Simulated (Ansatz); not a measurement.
# HfB2: the cost of one run

Method: DFT PBE, scalar-relativistic, plane waves, PAW, in Ansatz 0.2.0.

1 further run of the same task is left out (set aside as unsound or not needed).

## (1) The structure to begin with

Symmetry: P6/mmm, No. 191, hexagonal system. Conventional cell: a = 3.145 Å, b = 3.145 Å, c = 3.487 Å, α = 90.00°, β = 90.00°, γ = 120.00°. Around Hf (site symmetry 6/mmm) lie 12 B at 2.52 Å. B (site symmetry -6m2) has 3 B at 1.82 Å and 6 Hf at 2.52 Å as nearest neighbours.

As a file:

```
CELL_PARAMETERS angstrom
3.14534 0.00000 0.00000
-1.57267 2.72395 0.00000
0.00000 0.00000 3.48695
ATOMIC_POSITIONS crystal
Hf 0.00000 0.00000 0.00000
B 0.33333 0.66667 0.50000
B 0.66667 0.33333 0.50000
```

An earlier run at PBE left this cell at 9.958 Å³/atom and -0.01 GPa (12×12×10 mesh), a metal on this mesh.

## (2) Electron-phonon coupling, resistivity and closed forms of Tc

Input file input.yaml:

```yaml
crystal:
  lattice:
    - [3.1453441695, 0.0, 0.0]
    - [-1.5726720848, 2.7239479545, 0.0]
    - [0.0, 0.0, 3.4869450722]
  atoms:
    - { symbol: Hf, position: [0.0, 0.0, 0.0] }
    - { symbol: B, position: [0.3333333333, 0.6666666667, 0.5] }
    - { symbol: B, position: [0.6666666667, 0.3333333333, 0.5] }
basis:
  ecutwfc: 420
  ecutrho_ratio: 4
kpoints:
  mp_grid: { grid: [12, 12, 10] }
hamiltonian:
  xc: pbe
scf:
  occupations: { method: methfessel_paxton, width: 0.2 }
output: {}
phonons:
  supercell: [2, 2, 2]
  qpath:
    path:
      - [[0.0, 0.0, 0.0], [0.5, 0.0, 0.0], [0.33333333, 0.33333333, 0.0], [0.0, 0.0, 0.0], [0.0, 0.0, 0.5], [0.5, 0.0, 0.5], [0.33333333, 0.33333333, 0.5], [0.0, 0.0, 0.5]]
      - [[0.5, 0.0, 0.5], [0.5, 0.0, 0.0]]
      - [[0.33333333, 0.33333333, 0.5], [0.33333333, 0.33333333, 0.0]]
    npoints: 6
  electrical_resistivity: { mesh: [24, 24, 20], temperatures: [50, 100, 200, 300, 500] }
  superconductivity: { mesh: [24, 24, 20], eliashberg_equations: false }
```

Run with:

```bash
$ ansatz run input.yaml --threads 8 --pin off --max-ram 15360MiB --backend cpu --events-out ev --progress --plain --runs-dir out
```

Q: Estimate wall time and peak memory on 8 threads of Intel Xeon Platinum 8375C at 2.90GHz (Ice Lake), shared host.

About 84 s, with a peak of 3.3 GiB.
